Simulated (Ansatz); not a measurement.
# BrClFHSn: how energies converge with the basis set

One table from this session's results is given with a row withheld; the runs are named, their logs left out.

Program: Ansatz 0.2.0, Gaussian basis. Level of theory: one geometry, several basis sets. These are calculated values, not measurements.

The runs, in order: PBE0-D4/def2-SVP; ωB97M-V/def2-SVP; PBE0-D4/def2-QZVPP; ωB97M-V/def2-QZVPP; the functionals' def2-TZVPP values are taken from earlier runs.

## The relaxed structure

The geometry comes from an earlier relaxation with PBE0-D4 in a triple-zeta def2 set; it is a stationary point. Sn takes the def2 core potential; no spin-orbit term is included.

SMILES `[F][SnH]([Cl])[Br]`, 5 atoms, charge 0, spin multiplicity 1.

Atoms are counted from 1 here; the program's logs count them from 0.

Bond lengths: F1–Sn2 1.903 Å, Sn2–Cl3 2.295 Å, Sn2–Br4 2.440 Å, Sn2–H5 1.691 Å. Angles: F1–Sn2–Cl3 105.1°, F1–Sn2–Br4 106.0°, F1–Sn2–H5 108.6°, Cl3–Sn2–Br4 109.3°, Cl3–Sn2–H5 112.8°, Br4–Sn2–H5 114.4°.

The first run:

Input file in.yaml:

```yaml
crystal:
  periodic: [false, false, false]
  atoms:
    - {symbol: F, position_ang: [-1.717480, -0.763199, -0.190237]}
    - {symbol: Sn, position_ang: [0.061027, -0.087669, -0.149524]}
    - {symbol: Cl, position_ang: [0.995455, -0.977364, 1.748925]}
    - {symbol: Br, position_ang: [-0.144653, 2.329220, 0.110312]}
    - {symbol: H, position_ang: [0.855551, -0.574586, -1.560876]}
basis:
  gaussian: {orbitals: def2-SVP}
hamiltonian: {xc: pbe0, dispersion: d4}
output: {orbitals: {seedname: orbitals}}
```

The run is started by

```
> ansatz run in.yaml --threads 4 --pin off --events-out ev --progress --plain --max-ram 10444MiB
```

Among the steps run: PBE0-D4 in def2-SVP; ωB97M-V in def2-SVP; PBE0-D4 in def2-QZVPP; ωB97M-V in def2-QZVPP.

One of the session's tables, all rows but one given; the rest of the session is left out.

It belongs to the step «Functionals by basis». 

| functional | basis | HOMO (eV) | LUMO (eV) |
| --- | --- | --- | --- |
| PBE0-D4 | def2-SVP | -8.98 | -2.16 |
| PBE0-D4 | def2-TZVPP | -9.09 | -2.31 |
| PBE0-D4 | def2-QZVPP | -9.10 | -2.34 |
| ωB97M-V | def2-SVP | -11.15 | -0.04 |
| ωB97M-V | def2-TZVPP | -11.31 | -0.30 |
| ωB97M-V | def2-QZVPP | ? | ? |

Q: Estimate the row for ωB97M-V, def2-QZVPP from the others.

The run gave: HOMO (eV): -11.32; LUMO (eV): -0.38. In the column «HOMO (eV)» it is the lowest.
